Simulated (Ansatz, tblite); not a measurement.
# MoN(NH2)3 (MoN₄H₆): rung by rung

The task here is to estimate one member of a computed series from the others.

Computed with Ansatz 0.2.0, Gaussian basis. Level: as each input shows.

Levels to be run: GFN1-xTB, GFN2-xTB, PBE-D4/def2-TZVP, r2SCAN-D4/def2-TZVP, HF/def2-TZVP, LC-ωPBE/def2-TZVP, BHLYP-D4/def2-TZVP, PBE-D4/def2-SVP, PBE0-D4/def2-SVP, CCSD(T)/def2-SVP, MP2/def2-TZVP.

2 further runs of the same task are left out: 2 set aside as unsound or not needed.

## The geometry

The geometry is that of the singlet, from an earlier relaxation (B3LYP-D4/def2-SVP).

11 atoms, charge 0, spin multiplicity 1.

Bond lengths: Mo1–N2 1.635 Å, Mo1–N3 1.956 Å, Mo1–N4 1.956 Å, Mo1–N5 1.956 Å, N3–H6 1.016 Å, N3–H7 1.018 Å, N4–H8 1.018 Å, N4–H9 1.016 Å, N5–H10 1.018 Å, N5–H11 1.016 Å. Angles: N2–Mo1–N3 104.9°, N2–Mo1–N4 104.9°, N2–Mo1–N5 104.9°, N3–Mo1–N4 113.6°, N3–Mo1–N5 113.6°, N4–Mo1–N5 113.6°, Mo1–N3–H6 125.4°, Mo1–N3–H7 124.5°, H6–N3–H7 110.1°, Mo1–N4–H8 124.5°, Mo1–N4–H9 125.4°, H8–N4–H9 110.1°, Mo1–N5–H10 124.5°, Mo1–N5–H11 125.4°, H10–N5–H11 110.1°.

Mo takes a core potential in the def2 sets. No spin-orbit coupling is included.

PBE0-D4/def2-TZVP was run before; its log isn't repeated, and its numbers join the tables.

Set-up of the first run:

Tight binding, by tblite at 300 K electronic temperature and without a spin-polarisation term:

```python
tblite.interface.Calculator('GFN1-xTB', numbers, positions, charge=0, uhf=0).singlepoint()
```

Tight binding, by tblite at 300 K electronic temperature and without a spin-polarisation term:

```python
tblite.interface.Calculator('GFN2-xTB', numbers, positions, charge=0, uhf=0).singlepoint()
```

start.molden holds the orbitals of an earlier run on this state, given as this run's starting guess.

Input file in.yaml:

```yaml
crystal:
  periodic: [false, false, false]
  atoms:
    - {symbol: Mo, position_ang: [0.001333, 0.002988, 0.347309]}
    - {symbol: N, position_ang: [0.007708, 0.017034, 1.981951]}
    - {symbol: N, position_ang: [1.889196, -0.031100, -0.162593]}
    - {symbol: N, position_ang: [-0.919816, 1.650132, -0.166202]}
    - {symbol: N, position_ang: [-0.971196, -1.623070, -0.137835]}
    - {symbol: H, position_ang: [2.673070, -0.038001, 0.484039]}
    - {symbol: H, position_ang: [2.227599, -0.044473, -1.123128]}
    - {symbol: H, position_ang: [-1.089938, 1.940664, -1.127443]}
    - {symbol: H, position_ang: [-1.297310, 2.338685, 0.478803]}
    - {symbol: H, position_ang: [-1.150904, -1.924680, -1.093903]}
    - {symbol: H, position_ang: [-1.369741, -2.288179, 0.519003]}
basis:
  gaussian: {orbitals: def2-TZVP, initial_orbitals: start.molden}
hamiltonian: {xc: pbe, dispersion: d4}
scf: {omitted_lower_state_checks: [starts]}
output: {forces: true, orbitals: {seedname: orbitals}}
```

Started as:

```
> ansatz run in.yaml --threads 2 --pin off --events-out ev --progress --plain --max-ram 4352MiB
```

Among the steps run: PBE-D4/def2-TZVP; r2SCAN-D4/def2-TZVP; HF/def2-TZVP; LC-ωPBE/def2-TZVP; BHLYP-D4/def2-TZVP; PBE-D4/def2-SVP; PBE0-D4/def2-SVP; CCSD(T)/def2-SVP; MP2/def2-TZVP.

One of the session's tables, all rows but one given; the rest of the session is left out.

| level | binding an atom (eV) |
| --- | --- |
| HF/def2-SVP | 1.872 |
| HF/def2-TZVP | 1.872 |
| PBE-D4/def2-SVP | 3.909 |
| PBE-D4/def2-TZVP | 3.891 |
| r2SCAN-D4/def2-TZVP | 3.655 |
| PBE0-D4/def2-SVP | 3.655 |
| PBE0-D4/def2-TZVP | 3.643 |
| BHLYP-D4/def2-TZVP | 3.440 |
| LC-ωPBE/def2-TZVP | 3.600 |
| MP2/def2-SVP | ? |
| MP2/def2-TZVP | 3.723 |
| CCSD/def2-SVP | 3.276 |
| CCSD(T)/def2-SVP | 3.395 |

Estimate the missing values for MP2/def2-SVP.

**Answer.** binding an atom (eV): 3.553. In the column «binding an atom (eV)» it lies between BHLYP-D4/def2-TZVP (3.440) and LC-ωPBE/def2-TZVP (3.600).

Caveats from the session: Free atoms were run apart at each level; binding is atoms less cluster, divided by the number of atoms, without zero-point or spin-orbit terms.
